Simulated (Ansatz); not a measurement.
# CH5GeNO2: the cost of one run

Program: Ansatz 0.2.0, driven from Python. The levels of theory stand in the script. These are calculated values, not measurements.

**1. The structure**

Bond lengths: N1–Ge2 1.864 Å, Ge2–C3 1.917 Å, C3–O4 1.259 Å, C3–O5 1.390 Å, N1–H6 1.044 Å, N1–H7 1.044 Å, Ge2–H8 1.550 Å, Ge2–H9 1.550 Å, O5–H10 1.013 Å. Angles: N1–Ge2–C3 109.5°, N1–Ge2–H8 109.5°, N1–Ge2–H9 109.4°, C3–Ge2–H8 109.5°, C3–Ge2–H9 109.4°, H8–Ge2–H9 109.5°, Ge2–N1–H6 106.7°, Ge2–N1–H7 106.7°, H6–N1–H7 106.8°, Ge2–C3–O4 119.9°, Ge2–C3–O5 119.8°, O4–C3–O5 120.3°, C3–O5–H10 120.8°.

ch5geno2.xyz, read by the script:

```xyz
10

N    -1.73560    0.80990   -0.40990
Ge   -0.72760   -0.67850    0.08410
C     1.08160   -0.14170    0.41890
O     1.42700    0.20900    1.57760
O     1.99490   -0.09980   -0.62810
H    -1.26520    1.22800   -1.24340
H    -1.64660    1.50370    0.36570
H    -1.32730   -1.30520    1.36860
H    -0.75200   -1.72170   -1.06200
H     2.95090    0.19640   -0.47150
```

**2. Script**

Input file run_methods.py:

```python
from pathlib import Path
import warnings

import ansatz as az
import numpy as np

BASIS = 'def2-SVP'

warnings.simplefilter('ignore', az.DeckWarning)

ch5geno2 = az.Crystal.molecule_from_extxyz('ch5geno2.xyz')

job = ch5geno2.calculation().basis(gaussian=BASIS)

print('functional    E (Ha)        dipole (D)   HOMO (eV)  LUMO (eV)')
for name in ['r2scan', 'lda', 'pbe', 'revpbe', 'lc_wpbe']:
    report = job.functional(name).forces().orbitals().run(threads=1, runs_dir='runs').report
    lines = Path(report['orbitals_path']).read_text().splitlines()
    field_of = lambda key: [line.split('=')[1].strip() for line in lines if line.startswith(key)]
    orbitals = [(27.211386 * float(e), s, float(n)) for e, s, n in zip(field_of('Ene='), field_of('Spin='), field_of('Occup='))]
    homo = max(e for e, _, n in orbitals if n > 0.5)
    lumo = min(e for e, _, n in orbitals if n < 0.5)
    dipole = 4.803205 * np.linalg.norm(report['charge_distribution']['dipole_moment_e_ang'])
    print(f'{name:10s} {report["free_energy_ev"] / 27.211386246:14.6f} {dipole:9.3f} {homo:11.3f} {lumo:10.3f}')
```

**3. What the engine is handed**

The engine receives this input (first run):

```yaml
crystal:
  periodic: [false, false, false]
  atoms:
    - { symbol: "N", position_ang: [-1.7356, 0.8099, -0.4099] }
    - { symbol: Ge, position_ang: [-0.7276, -0.6785, 0.0841] }
    - { symbol: C, position_ang: [1.0816, -0.1417, 0.4189] }
    - { symbol: O, position_ang: [1.427, 0.209, 1.5776] }
    - { symbol: O, position_ang: [1.9949, -0.0998, -0.6281] }
    - { symbol: H, position_ang: [-1.2652, 1.228, -1.2434] }
    - { symbol: H, position_ang: [-1.6466, 1.5037, 0.3657] }
    - { symbol: H, position_ang: [-1.3273, -1.3052, 1.3686] }
    - { symbol: H, position_ang: [-0.752, -1.7217, -1.062] }
    - { symbol: H, position_ang: [2.9509, 0.1964, -0.4715] }
basis:
  gaussian:
    orbitals: def2-SVP
hamiltonian:
  xc: r2scan
output:
  orbitals: {}
  forces: true
```

**4. The run**

Command:

```
> python run_methods.py
```

**Question.** How long does this script take on 1 thread of Arm Neoverse V2, shared host, and how much memory does it need?

About 23 s, with a peak of 0.28 GiB.
